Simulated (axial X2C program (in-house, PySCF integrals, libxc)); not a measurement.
# TaS: properties at the nuclei

Aim: properties at the nuclei of TaS, with spin–orbit coupling in the Hamiltonian from the start.

Computed with an in-house X2C program for linear molecules on PySCF integrals. Level: two-component X2C with atomic mean-field terms, Ta dyall-cv3z, S dyall-av3z.

All values are calculated.

## (1) Set-up

task.json

```json
{"zs": [73, 16], "q": 0, "bas": ["dyall-cv3z", "dyall-av3z"], "r0": 2.2, "levels": ["PBE0", "HF", "PBE", "r2SCAN", "BP86"], "nst": 3}
```

Keys: zs atomic numbers; q charge; bas basis sets; r0 starting distance in Å; levels methods (HF also brings MP2); nst determinants followed.

Run with:

```
> python soeom.py task.json out
```

Further steps of the session: Expectation values, lowest determinant; Expectation values, a higher determinant; Expectation values, a higher determinant.

What does the calculation give? Wanted: lowest determinant; Eeff magnitude; Ws magnitude Ta; A∥/gI Ta; qzz Ta; higher determinant (for each run or level that gives them).

**Answer**, as computed:

| quantity | value |
| --- | --- |
| lowest determinant | Ω = 3/2 (excess of +ω over −ω: ω = 3/2) |
| Eeff magnitude (GV/cm), PBE0 | 11.7 |
| Ws magnitude Ta (kHz), PBE0 | 7.78 |
| A∥/gI Ta (MHz), PBE0 | 803 |
| qzz Ta (a.u.), PBE0 | -3.52 |
| higher determinant | Ω = 3/2 (excess of +ω over −ω: ω = 1/2, ω = -3/2, ω = 5/2) |
| Eeff magnitude (GV/cm), PBE0, higher determinant | 28.1 |
| Ws magnitude Ta (kHz), PBE0, higher determinant | 16.6 |
| A∥/gI Ta (MHz), PBE0, higher determinant | 2770 |
| qzz Ta (a.u.), PBE0, higher determinant | 1.56 |
| higher determinant | Ω = 5/2 (excess of +ω over −ω: ω = 5/2) |
| Eeff magnitude (GV/cm), PBE0, higher determinant | 9.88 |
| Ws magnitude Ta (kHz), PBE0, higher determinant | 3.73 |
| A∥/gI Ta (MHz), PBE0, higher determinant | 342 |
| qzz Ta (a.u.), PBE0, higher determinant | -3.88 |

What this shows: In the first state, the effective field runs from 5.48 to 70.6 GV/cm over the mean-field levels, so the levels don't agree on it. The expectation values come from single determinants, which for open shells can mix terms of unlike spin or miss the lowest Ω, so a determinant need not be a state. Eeff is the effective electric field on the electron dipole moment in this Ω state and Ws the scalar–pseudoscalar constant (defined with the proton number Z and per Ω); A∥ is the parallel hyperfine constant, which follows by multiplying with the nuclear g factor gI = μI/(I μN); qzz is the electric field gradient, eQq0 = 234.96 MHz × Q/barn × qzz; μ is positive if S is the positive end. The operators were transformed with the bare-nucleus X2C matrices. A second determinant lies within 0.1 eV of the first, so their order is not settled at this level.
